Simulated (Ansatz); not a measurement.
# CH5GaO3: a ladder of functionals and wavefunction methods

An exercise on one series of results from a longer session: the logs are not shown, and one member is left open.

The runs use Ansatz 0.2.0, Gaussian basis; functionals in def2-TZVPP, the program's frozen cores in correlated methods.

The runs, in order: LDA (SPW92), PBE-D4, revPBE-D4, BLYP-D4, r2SCAN-D4, B97M-V, PBE0-D4, B3LYP-D4, r2SCANh-D4, r2SCAN0-D4, HSE06-D4, BHLYP-D4, CAM-B3LYP-D4, LC-ωPBE, ωB97X-V, ωB97M-V, B2PLYP, PBE-QIDH; CCSD(T)/def2-SVP; CCSD(T)/def2-TZVPP; MP2/def2-QZVPP; extrapolation to the limit; RPA on PBE.

**The geometry**

The geometry comes from an earlier relaxation with PBE0-D4 in a triple-zeta def2 set; it is a stationary point, not always the lowest conformer.

SMILES `C[O][Ga]([OH])[OH]`, 10 atoms, charge 0, spin multiplicity 1.

Atoms are counted from 1 here; the program's logs count them from 0.

Bond lengths: C1–O2 1.410 Å, C1–H6 1.095 Å, C1–H7 1.095 Å, C1–H8 1.096 Å, O2–Ga3 1.761 Å, Ga3–O4 1.783 Å, Ga3–O5 1.774 Å, O4–H9 0.959 Å, O5–H10 0.959 Å. Angles: O2–C1–H6 109.4°, O2–C1–H7 109.5°, O2–C1–H8 113.4°, H6–C1–H7 108.1°, H6–C1–H8 108.1°, H7–C1–H8 108.1°, C1–O2–Ga3 122.0°, O2–Ga3–O4 117.5°, O2–Ga3–O5 117.5°, O4–Ga3–O5 125.1°, Ga3–O4–H9 115.0°, Ga3–O5–H10 114.3°.

As a file:

```xyz
10
charge 0, multiplicity 1
C     0.1488   -1.8756    0.2070
O     0.7003   -0.8073   -0.5304
Ga    0.1627    0.8554   -0.3104
O    -1.1160    1.1529    0.8959
O     0.9362    2.1042   -1.3052
H     0.9447   -2.3866    0.7586
H    -0.3073   -2.5970   -0.4791
H    -0.6151   -1.5587    0.9257
H    -1.3809    2.0696    0.9886
H     0.6098    2.9920   -1.1477
```

The first run:

File in.yaml:

```yaml
crystal:
  periodic: [false, false, false]
  atoms:
    - {symbol: C, position_ang: [0.148763, -1.875642, 0.207028]}
    - {symbol: O, position_ang: [0.700348, -0.807288, -0.530392]}
    - {symbol: Ga, position_ang: [0.162725, 0.855363, -0.310441]}
    - {symbol: O, position_ang: [-1.116044, 1.152929, 0.895880]}
    - {symbol: O, position_ang: [0.936205, 2.104222, -1.305182]}
    - {symbol: H, position_ang: [0.944731, -2.386631, 0.758598]}
    - {symbol: H, position_ang: [-0.307287, -2.597015, -0.479098]}
    - {symbol: H, position_ang: [-0.615145, -1.558705, 0.925693]}
    - {symbol: H, position_ang: [-1.380870, 2.069590, 0.988586]}
    - {symbol: H, position_ang: [0.609774, 2.991976, -1.147673]}
basis:
  gaussian: {orbitals: def2-TZVPP}
hamiltonian: {xc: lda}
output: {orbitals: {seedname: orbitals}}
```

On the command line:

```
> ansatz run in.yaml --threads 4 --pin off --events-out ev --progress --plain --max-ram 10444MiB
```

Steps of the session up to this table: LDA; PBE-D4 (GGA); revPBE-D4 (GGA); BLYP-D4 (GGA); r2SCAN-D4 (meta-GGA); B97M-V (meta-GGA); PBE0-D4 (hybrid); B3LYP-D4 (hybrid); r2SCANh-D4 (hybrid); r2SCAN0-D4 (hybrid); HSE06-D4 (hybrid); BHLYP-D4 (hybrid); CAM-B3LYP-D4 (range-separated); LC-ωPBE (range-separated); ωB97X-V (range-separated); ωB97M-V (range-separated); B2PLYP (double hybrid); PBE-QIDH (double hybrid).

One of the session's tables, all rows but one given; the rest of the session is left out.

It belongs to the step «Frontier levels by functional». 

```
  functional  HOMO (eV)  gap (eV)
 LDA (SPW92)      -6.52      4.38
      PBE-D4      -6.35      4.49
   revPBE-D4      -6.28      4.56
     BLYP-D4      -6.27      4.40
   r2SCAN-D4      -6.67      5.19
      B97M-V      -6.77      5.04
     PBE0-D4      -7.91      6.99
    B3LYP-D4      -7.68      6.38
  r2SCANh-D4      -7.26      6.10
  r2SCAN0-D4      -8.14      7.46
    HSE06-D4      -7.50      6.21
    BHLYP-D4          ?         ?
CAM-B3LYP-D4      -9.39      9.33
     LC-ωPBE     -10.73     12.07
     ωB97X-V     -10.39     11.51
     ωB97M-V     -10.33     11.15
```

Estimate the missing values for BHLYP-D4.

Worked estimate for «HOMO (eV)». Against the share of exact exchange, BLYP-D4 (0, -6.27), B3LYP-D4 (0.2, -7.68) give a slope of -7.05 per unit share; at 0.5 the line stands at -9.79.

**Answer.** HOMO (eV): -9.43; gap (eV): 9.28. In «HOMO (eV)» the line misses by -0.36.
